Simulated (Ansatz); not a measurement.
**CH6B2FN: basis-set convergence**

The task here is to estimate one member of a computed series from the others.

Computed with Ansatz 0.2.0, Gaussian basis. Level: one geometry, several basis sets.

Levels to be run: PBE0-D4/def2-SVP; ωB97M-V/def2-SVP; PBE0-D4/def2-QZVPP; ωB97M-V/def2-QZVPP; the functionals' def2-TZVPP values are taken from earlier runs.

## Structure used throughout

An earlier PBE0-D4 in a triple-zeta def2 set relaxation fixed the geometry.

11 atoms, charge 0, spin multiplicity 1.

Atoms are counted from 1 here; the program's logs count them from 0.

Bond lengths: B1–B2 1.659 Å, B1–H6 1.193 Å, B1–H7 1.198 Å, B1–H8 1.381 Å, B2–C3 1.494 Å, B2–F5 1.350 Å, B2–H8 1.346 Å, C3–N4 1.333 Å, C3–H9 1.090 Å, N4–H10 1.007 Å, N4–H11 1.007 Å. Angles: B2–B1–H6 123.8°, B2–B1–H7 114.6°, B2–B1–H8 51.6°, H6–B1–H7 121.6°, H6–B1–H8 105.5°, H7–B1–H8 109.9°, B1–B2–C3 99.8°, B1–B2–F5 126.1°, B1–B2–H8 53.5°, C3–B2–F5 127.3°, C3–B2–H8 113.3°, F5–B2–H8 114.4°, B2–C3–N4 129.7°, B2–C3–H9 116.4°, N4–C3–H9 113.6°, C3–N4–H10 119.0°, C3–N4–H11 120.6°, H10–N4–H11 115.7° and more.

The first run:

File in.yaml:

```yaml
crystal:
  periodic: [false, false, false]
  atoms:
    - {symbol: B, position_ang: [-1.222689, 0.725463, 0.221486]}
    - {symbol: B, position_ang: [0.380062, 0.764504, 0.646798]}
    - {symbol: C, position_ang: [0.942259, -0.147863, -0.393531]}
    - {symbol: N, position_ang: [0.708102, -1.442705, -0.607088]}
    - {symbol: F, position_ang: [1.012534, 1.778572, 1.273973]}
    - {symbol: H, position_ang: [-1.745031, -0.205457, -0.311007]}
    - {symbol: H, position_ang: [-1.836049, 1.716753, 0.497512]}
    - {symbol: H, position_ang: [-0.622790, 0.212361, 1.354204]}
    - {symbol: H, position_ang: [1.556833, 0.316706, -1.164661]}
    - {symbol: H, position_ang: [0.119909, -1.945900, 0.036977]}
    - {symbol: H, position_ang: [0.772160, -1.829334, -1.534163]}
basis:
  gaussian: {orbitals: def2-SVP}
hamiltonian: {xc: pbe0, dispersion: d4}
output: {orbitals: {seedname: orbitals}}
```

Among the steps run: PBE0-D4 in def2-SVP; ωB97M-V in def2-SVP; PBE0-D4 in def2-QZVPP; ωB97M-V in def2-QZVPP.

One of the session's tables, all rows but one given; the rest of the session is left out.

It belongs to the step «Functionals by basis». 

```
functional       basis  HOMO (eV)
   PBE0-D4    def2-SVP      -6.24
   PBE0-D4  def2-TZVPP      -6.36
   PBE0-D4  def2-QZVPP      -6.38
   ωB97M-V    def2-SVP      -8.25
   ωB97M-V  def2-TZVPP          ?
   ωB97M-V  def2-QZVPP      -8.42
```

Q: Estimate the row for ωB97M-V, def2-TZVPP from the others.

**Answer.** HOMO (eV): -8.40. In the column «HOMO (eV)» it lies between ωB97M-V, def2-QZVPP (-8.42) and ωB97M-V, def2-SVP (-8.25).
